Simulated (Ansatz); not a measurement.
# CHGeSi+ (triplet): wave-function methods side by side, cc-pVDZ

The task here is to estimate one member of a computed series from the others.

The runs use Ansatz 0.2.0, Gaussian basis; cc-pVDZ, core rule «outside noble gas», up to 20 orbitals frozen.

The runs, in order: UHF; CCSD(T) on ROHF; CCSD(T) on UHF; BCCD(T) on ROHF; CISD as a restricted active space (open shells left free, so some higher excitations enter); CCSDT(Q) on ROHF; CCSDT(Q) on UHF; CASSCF and NEVPT2, 10 electrons in 10 orbitals.

27 further runs of the same task are left out: 15 that didn't finish, 12 set aside as unsound or not needed. Runs told in other sessions of the task aren't counted.

### The system

The geometry is a PBE0/def2-TZVP stationary point (not a proven minimum) of the parent state, kept for this charge and spin. No spin-orbit coupling is included. The filled d shell of Ge may be among the frozen orbitals whatever the setting's name suggests.

4 atoms, charge 1, spin multiplicity 3.

Atoms are counted from 1 here; the program's logs count them from 0.

Bond lengths: C1–Ge2 1.904 Å, Ge2–Si3 2.327 Å, Si3–H4 1.543 Å. Angles: C1–Ge2–Si3 165.2°, Ge2–Si3–H4 77.6°.

Set-up of the first run:

File in.yaml:

```yaml
crystal:
  periodic: [false, false, false]
  atoms:
    - {symbol: C, position_ang: [0.000000, -0.214501, 2.273453]}
    - {symbol: Ge, position_ang: [0.000000, 0.078542, 0.391845]}
    - {symbol: Si, position_ang: [0.000000, -0.160665, -1.922927]}
    - {symbol: H, position_ang: [0.000000, 1.372452, -1.749119]}
basis:
  gaussian: {orbitals: cc-pVDZ}
total_charge: 1
magnetization: {spin_polarized: true, initial_magnetization: 2}
hamiltonian: {xc: hf}
output: {orbitals: {seedname: orbitals}}
```

Launch:

```bash
$ ansatz run in.yaml --threads 1 --pin off --events-out ev --progress --plain --max-ram 2393MiB
```

Among the steps run: UHF; CCSD(T) on ROHF; CCSD(T) on UHF; BCCD(T) on ROHF; CISD as a restricted active space (open shells left free, so some higher excitations enter); CCSDT(Q) on ROHF; CCSDT(Q) on UHF; CASSCF and NEVPT2, 10 electrons in 10 orbitals.

One of the session's tables, all rows but one given; the rest of the session is left out.

It belongs to the step «Misses and costs». 

```
         method  from RCCSDT(Q) (kcal/mol)
            UHF                    +166.97
           RMP2                     +51.63
           UMP2                     +47.59
          RCCSD                     +16.05
          UCCSD                     +13.39
       RCCSD(T)                          ?
       UCCSD(T)                      +4.98
        BCCD(T)                      +4.50
         RCCSDT                      +2.02
         UCCSDT                      +1.48
      RCCSDT(Q)                          0
      UCCSDT(Q)                      -0.03
CASSCF frontier                    +122.15
NEVPT2 frontier                     +31.76
```

Estimate the missing values for RCCSD(T).

The run gave: from RCCSDT(Q) (kcal/mol): +4.12. In the column «from RCCSDT(Q) (kcal/mol)» it lies between RCCSDT (+2.02) and BCCD(T) (+4.50).

Not comparable, so not listed: CISD as a restricted active space (open shells left free, so some higher excitations enter) (they don't share determinant, frozen orbitals or solution with the rows shown, or repeat one).

Limits of these values: The determinant of HF (⟨S²⟩ 2.94) is far from a pure spin state, so its energy mixes those of several spin states; that is harmless only where they are near-degenerate. The determinant of CCSD(T) (⟨S²⟩ 2.94) is far from a pure spin state, so its energy mixes those of several spin states; high orders of coupled cluster remove much of that, low ones don't. The determinant of CCSDT(Q) (⟨S²⟩ 2.94) is far from a pure spin state, so its energy mixes those of several spin states; high orders of coupled cluster remove much of that, low ones don't. Left out of the table: ROHF (another determinant or state than the rows shown). Warnings: spin contamination; coupled cluster took another determinant than the lowest; large T1 diagnostic. Restricted and unrestricted rows rest on different reference determinants; a gap between their highest levels can come from leftover correlation error, from unlike frozen cores or from another state.
